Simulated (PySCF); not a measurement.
# Arsenic: the same states on changed settings

These states were run before on sound settings. What differs here: 26 angular points, unsound on purpose. What does it move?

Method: unrestricted determinants in a Gaussian basis, no spin-orbit coupling in the energies. Code: PySCF 2.14.0.

## 1. The system

| Item | Value |
| --- | --- |
| Element | arsenic (Z = 33) |
| Basis | cc-pVDZ-PP with ECP10MDF |
| Hamiltonian | a scalar-relativistic core potential |
| State 1 | As⁺: [Ar] 3d10 4s2 4p2, high-spin 3P determinant |
| State 2 | As²⁺: [Ar] 3d10 4s2 4p1, 2P determinant |
| Methods | TPSS, B3LYP |

The outer shells:

As+ [Ar] 3d10 4s2 4p2
```
[Ar] core
3d [↑↓][↑↓][↑↓][↑↓][↑↓]
4s [↑↓]
4p [↑ ][↑ ][  ]
```

As2+ [Ar] 3d10 4s2 4p1
```
[Ar] core
3d [↑↓][↑↓][↑↓][↑↓][↑↓]
4s [↑↓]
4p [↑ ][  ][  ]
```

The sound run (cc-pVDZ-PP with ECP10, scalar relativity through the core potential, symmetry-adapted start, fine grid, valence correlation) gave:

| species | method | energy (hartree) |
| --- | --- | --- |
| As⁺ | UHF | -330.85076 |
| As⁺ | TPSS | -331.96286 |
| As⁺ | B3LYP | -332.09599 |
| As⁺ | MP2 (valence) | -330.89306 |
| As⁺ | CCSD(T) (valence) | -330.91006 |
| As²⁺ | UHF | -330.19018 |
| As²⁺ | TPSS | -331.28401 |
| As²⁺ | B3LYP | -331.41705 |
| As²⁺ | MP2 (valence) | -330.22287 |
| As²⁺ | CCSD(T) (valence) | -330.23867 |

One driver process ran all states and methods and kept the integrals in memory. Each run is shown as a PySCF script that sums up its settings (the driver passes frozen orbitals as a list and adds second-order terms of double hybrids); the logs are those of the runs themselves. The driver starts from symmetry-adapted Hartree-Fock orbitals, holds the occupation by maximum overlap and uses a logarithmic radial grid for functionals, so a plain start would take other cycles.

It was started by

```console
OMP_NUM_THREADS=1 python atomrun2.py TASK.json OUT
```

The integrals over 23 functions and the set-up took 0.07 s of CPU time.

The grid is set inside the driver, so the scripts do not show it: 26 angular points.

## 2. Changed run, As⁺

#### TPSS

input.py reads:

```python
from pyscf import gto, scf, dft, mp, cc
import basis_set_exchange as bse
txt = bse.get_basis("cc-pVDZ-PP", elements=["As"], fmt="nwchem", header=False)
cut = txt.index("\nECP")
mol = gto.M(atom="As 0 0 0", charge=1, spin=2, symmetry="D2h",
            basis=gto.basis.parse(txt[:cut]),
            ecp={"As": gto.basis.parse_ecp(txt[cut:])})
mf = dft.UKS(mol, xc="TPSS")
mf.irrep_nelec = {'Ag': (4, 4), 'B1g': (1, 1), 'B2g': (1, 1), 'B3g': (1, 1), 'B1u': (2, 1), 'B2u': (2, 1), 'B3u': (1, 1)}
mf.kernel()
```

The log of the run:

```text
damping factor = 0
level_shift factor = 0
DIIS = <class 'pyscf.scf.diis.CDIIS'>
diis_start_cycle = 1
diis_space = 10
diis_damp = 0
SCF conv_tol = 1e-09
SCF conv_tol_grad = None
number electrons alpha = 12  beta = 10
XC functionals = TPSS
    J. Tao, J. P. Perdew, V. N. Staroverov, and G. E. Scuseria.,  Phys. Rev. Lett. 91, 146401 (2003)
    J. P. Perdew, J. Tao, V. N. Staroverov, and G. E. Scuseria.,  J. Chem. Phys. 120, 6898 (2004)
    J. Tao, J. P. Perdew, V. N. Staroverov, and G. E. Scuseria.,  Phys. Rev. Lett. 91, 146401 (2003)
    J. P. Perdew, J. Tao, V. N. Staroverov, and G. E. Scuseria.,  J. Chem. Phys. 120, 6898 (2004)
cycle= 1 E= -331.962436458733  delta_E= -0.00732  |g|= 0.0438  |ddm|= 0.259
cycle= 2 E= -331.962830840763  delta_E= -0.000394  |g|= 0.0197  |ddm|= 0.0681
cycle= 3 E= -331.962952351681  delta_E= -0.000122  |g|= 0.000961  |ddm|= 0.0398
cycle= 4 E= -331.962952863852  delta_E= -5.12e-07  |g|= 5.76e-05  |ddm|= 0.0043
cycle= 5 E= -331.96295286647  delta_E= -2.62e-09  |g|= 1.64e-07  |ddm|= 0.000206
cycle= 6 E= -331.962952866469  delta_E= 1.71e-13  |g|= 7.63e-09  |ddm|= 8.1e-07
converged SCF energy = -331.962952866469  <S^2> = 2.0020994  2S+1 = 3.0013993
```

It took 0.09 s on 1 thread of Neoverse-V1, shared host, the integrals not counted.

Orbital energies by shell (radii are means over both spins):

```
shell  electrons  mean orbital energy (eV)  spread (eV)  rms radius (bohr)
 3s α          1                   -194.37            0              0.645
 3s β          1                   -194.23            0              0.645
 3p α          3                   -143.96        0.456              0.672
 3p β          3                   -143.81        0.588              0.672
 3d α          5                   -51.246        0.411              0.751
 3d β          5                   -51.012        0.607              0.751
 4s α          1                   -24.154            0               2.02
 4s β          1                   -22.051            0               2.02
 4p α          2                   -14.119            0               2.48
```

⟨S²⟩ = 2.002, ⟨L²⟩ = 2.01.

Energies and moments cover only the electrons outside the core potential.

#### B3LYP

Changes to input.py:

```diff
@@ -7,3 +7,3 @@
             ecp={"As": gto.basis.parse_ecp(txt[cut:])})
-mf = dft.UKS(mol, xc="TPSS")
+mf = dft.UKS(mol, xc="B3LYP")
 mf.irrep_nelec = {'Ag': (4, 4), 'B1g': (1, 1), 'B2g': (1, 1), 'B3g': (1, 1), 'B1u': (2, 1), 'B2u': (2, 1), 'B3u': (1, 1)}
```

The log of the run:

```text
damping factor = 0
level_shift factor = 0
DIIS = <class 'pyscf.scf.diis.CDIIS'>
diis_start_cycle = 1
diis_space = 10
diis_damp = 0
SCF conv_tol = 1e-09
SCF conv_tol_grad = None
number electrons alpha = 12  beta = 10
XC functionals = B3LYP
    P. J. Stephens, F. J. Devlin, C. F. Chabalowski, and M. J. Frisch.,  J. Phys. Chem. 98, 11623 (1994)
cycle= 1 E= -332.09582307834  delta_E= -0.00601  |g|= 0.0275  |ddm|= 0.244
cycle= 2 E= -332.09599809341  delta_E= -0.000175  |g|= 0.01  |ddm|= 0.0394
cycle= 3 E= -332.096029210693  delta_E= -3.11e-05  |g|= 0.000555  |ddm|= 0.0205
cycle= 4 E= -332.096029378432  delta_E= -1.68e-07  |g|= 5.82e-05  |ddm|= 0.00204
cycle= 5 E= -332.096029380636  delta_E= -2.2e-09  |g|= 7.38e-07  |ddm|= 0.000198
cycle= 6 E= -332.096029380636  delta_E= -5.12e-13  |g|= 2.79e-08  |ddm|= 5.51e-06
converged SCF energy = -332.096029380636  <S^2> = 2.0017765  2S+1 = 3.0011841
```

It took 0.06 s on 1 thread of Neoverse-V1, shared host, the integrals not counted.

Energies and moments cover only the electrons outside the core potential.

## 3. Changed run, As²⁺: the ladder of methods

#### TPSS

input.py reads:

```python
from pyscf import gto, scf, dft, mp, cc
import basis_set_exchange as bse
txt = bse.get_basis("cc-pVDZ-PP", elements=["As"], fmt="nwchem", header=False)
cut = txt.index("\nECP")
mol = gto.M(atom="As 0 0 0", charge=2, spin=1, symmetry="D2h",
            basis=gto.basis.parse(txt[:cut]),
            ecp={"As": gto.basis.parse_ecp(txt[cut:])})
mf = dft.UKS(mol, xc="TPSS")
mf.irrep_nelec = {'Ag': (4, 4), 'B1g': (1, 1), 'B2g': (1, 1), 'B3g': (1, 1), 'B1u': (1, 1), 'B2u': (2, 1), 'B3u': (1, 1)}
mf.kernel()
```

The log of the run:

```text
damping factor = 0
level_shift factor = 0
DIIS = <class 'pyscf.scf.diis.CDIIS'>
diis_start_cycle = 1
diis_space = 10
diis_damp = 0
SCF conv_tol = 1e-09
SCF conv_tol_grad = None
number electrons alpha = 11  beta = 10
XC functionals = TPSS
    J. Tao, J. P. Perdew, V. N. Staroverov, and G. E. Scuseria.,  Phys. Rev. Lett. 91, 146401 (2003)
    J. P. Perdew, J. Tao, V. N. Staroverov, and G. E. Scuseria.,  J. Chem. Phys. 120, 6898 (2004)
    J. Tao, J. P. Perdew, V. N. Staroverov, and G. E. Scuseria.,  Phys. Rev. Lett. 91, 146401 (2003)
    J. P. Perdew, J. Tao, V. N. Staroverov, and G. E. Scuseria.,  J. Chem. Phys. 120, 6898 (2004)
cycle= 1 E= -331.283674051097  delta_E= -0.00728  |g|= 0.043  |ddm|= 0.272
cycle= 2 E= -331.284069516376  delta_E= -0.000395  |g|= 0.0176  |ddm|= 0.0688
cycle= 3 E= -331.284159418145  delta_E= -8.99e-05  |g|= 0.000379  |ddm|= 0.029
cycle= 4 E= -331.284159484693  delta_E= -6.65e-08  |g|= 2.51e-05  |ddm|= 0.00136
cycle= 5 E= -331.284159485064  delta_E= -3.71e-10  |g|= 6.15e-08  |ddm|= 7.61e-05
converged SCF energy = -331.284159485064  <S^2> = 0.75214136  2S+1 = 2.0021402
```

It took 0.08 s on 1 thread of Neoverse-V1, shared host, the integrals not counted.

The occupied shells:

| shell | electrons | mean orbital energy (eV) | spread (eV) | rms radius (bohr) |
| --- | --- | --- | --- | --- |
| 3s α | 1 | -206.04 | 0 | 0.645 |
| 3s β | 1 | -205.96 | 0 | 0.645 |
| 3p α | 3 | -155.62 | 0.520 | 0.671 |
| 3p β | 3 | -155.53 | 0.674 | 0.671 |
| 3d α | 5 | -62.851 | 0.489 | 0.748 |
| 3d β | 5 | -62.716 | 0.688 | 0.748 |
| 4s α | 1 | -33.825 | 0 | 1.94 |
| 4s β | 1 | -32.629 | 0 | 1.94 |
| 4p α | 1 | -23.293 | 0 | 2.30 |

⟨S²⟩ = 0.752, ⟨L²⟩ = 2.01.

Energies and moments cover only the electrons outside the core potential.

#### B3LYP

Changes to input.py:

```diff
@@ -7,3 +7,3 @@
             ecp={"As": gto.basis.parse_ecp(txt[cut:])})
-mf = dft.UKS(mol, xc="TPSS")
+mf = dft.UKS(mol, xc="B3LYP")
 mf.irrep_nelec = {'Ag': (4, 4), 'B1g': (1, 1), 'B2g': (1, 1), 'B3g': (1, 1), 'B1u': (1, 1), 'B2u': (2, 1), 'B3u': (1, 1)}
```

The log of the run:

```text
damping factor = 0
level_shift factor = 0
DIIS = <class 'pyscf.scf.diis.CDIIS'>
diis_start_cycle = 1
diis_space = 10
diis_damp = 0
SCF conv_tol = 1e-09
SCF conv_tol_grad = None
number electrons alpha = 11  beta = 10
XC functionals = B3LYP
    P. J. Stephens, F. J. Devlin, C. F. Chabalowski, and M. J. Frisch.,  J. Phys. Chem. 98, 11623 (1994)
cycle= 1 E= -331.416889721336  delta_E= -0.00569  |g|= 0.028  |ddm|= 0.239
cycle= 2 E= -331.417078692307  delta_E= -0.000189  |g|= 0.00952  |ddm|= 0.0493
cycle= 3 E= -331.417104571657  delta_E= -2.59e-05  |g|= 0.00027  |ddm|= 0.0152
cycle= 4 E= -331.417104625388  delta_E= -5.37e-08  |g|= 2.02e-05  |ddm|= 0.000671
cycle= 5 E= -331.417104625573  delta_E= -1.85e-10  |g|= 2.91e-07  |ddm|= 4.22e-05
converged SCF energy = -331.417104625573  <S^2> = 0.75182118  2S+1 = 2.0018204
```

It took 0.05 s on 1 thread of Neoverse-V1, shared host, the integrals not counted.

Energies and moments cover only the electrons outside the core potential.

## 4. What moved

```
species  method  converged  energy less sound run (eV)
    As⁺    TPSS        yes                     -0.0025
    As⁺   B3LYP        yes                     -0.0010
   As²⁺    TPSS        yes                     -0.0040
   As²⁺   B3LYP        yes                     -0.0016
```

Ionisation energy of As⁺:

```csv
method,sound run (eV),changed run (eV),shift (eV)
UHF,17.975,17.975,+0.000
TPSS,18.472,18.471,-0.002
B3LYP,18.475,18.474,-0.001
```

## 5. Results

| quantity | value |
| --- | --- |
| change | 26 angular points |
| runs converged | 4 of 4 |
| largest shift of a converged total energy | 0.00400 eV |
| largest shift of the ionisation energy | -0.002 eV (TPSS) |

**Reading.** The difference hardly moves. A coarse angular grid integrates products of high-l functions wrongly, so density functionals can shift, and the SCF can exploit the error; Hartree-Fock and MP2 need no grid. The setting is unsound on purpose, so these numbers are no properties of the atom.
